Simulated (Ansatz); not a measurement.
## CrPbO3, space group Pm-3m: a scan of the Hubbard U, step by step

Program: Ansatz's Python interface.

Run as a notebook:

```python
import ansatz as az
import numpy as np
```

```python
def count_gap(report):
    # lowest empty less highest filled band, counting bands; zero where they overlap
    return max(report.get("gap_by_band_count_ev") or 0.0, 0.0)

system = (
    az.Lattice.cubic(3.917057)
    .space_group(221)
    .atom("Cr", (0.0, 0.0, 0.0))
    .atom("Pb", (0.5, 0.5, 0.5))
    .atom("O", (0.0, 0.0, 0.5))
    .moments(Cr=3)
)
```

```python
len(system.resolved().sites)
```

    5

```python
calculation = (
    system.calculation()
    .spin("collinear")
    .kpoints(6, 6, 6)
    .functional("lda")
    .scf(tolerance=1e-09)
    .occupations(az.OccupationsMethod.FERMI_DIRAC, width=0.01)
    .band_table()
)
rows = []
for u in [2.0, 4.0, 6.0, 8.0]:
    r = calculation.hubbard("Cr", "d", u_eff=u).run(threads=1).report
    shell = r["hubbard"]["n_scf"]
    rows.append((u, count_gap(r), sum(shell) / len(shell), max(abs(m) for m in r["site_moments_mub"]), r["n_iterations"]))
for row in rows:
    print("; ".join(f"{name} = {round(v, 4) if isinstance(v, float) else v}" for name, v in zip(["U_eff eV", "gap by band count eV", "Cr d occupation (projector)", "largest moment muB", "iterations"], row)))
```

    DeckWarning: basis.ecutwfc = 420 eV, auto-derived from the records' recommended cutoffs: set by Cr (normal level)
    U_eff eV = 2.0; gap by band count eV = 0.0; Cr d occupation (projector) = 4.3527; largest moment muB = 1.9024; iterations = 16
    U_eff eV = 4.0; gap by band count eV = 0.0; Cr d occupation (projector) = 4.309; largest moment muB = 2.1157; iterations = 22
    U_eff eV = 6.0; gap by band count eV = 0.0; Cr d occupation (projector) = 4.2635; largest moment muB = 2.2932; iterations = 19
    U_eff eV = 8.0; gap by band count eV = 0.0; Cr d occupation (projector) = 4.2114; largest moment muB = 2.4003; iterations = 19

From U = 2 to 8 eV the largest site moment goes from 1.90 to 2.40 μB.

The magnetic order follows from the starting moments and needn't be the lowest. U, its shell and the double counting are chosen to explore, and aren't derived for this compound. For a metal this k-point mesh is coarse: on a finer one energies can move by several to tens of meV an atom and pressures by half a GPa or more, differences at one mesh by less. A gap by band count of zero or less means overlapping bands, a metal. With one magnetic atom the cell can hold only ferromagnetic order. The structure comes from a database of computed cells and needn't be a stable or known phase. Levels are Kohn-Sham eigenvalues on this mesh, without spin-orbit coupling. Warnings are shown shortened and without file and line. Shell occupations and the effect of U depend on the projectors; a run with no .spin step is spin-unpolarised, and each U may end in a state that isn't the lowest. Timing: 37 s on 1 thread of Intel(R) Xeon(R) 6975P-C (Granite Rapids), with other jobs on the host, peak memory 0.77 GiB.
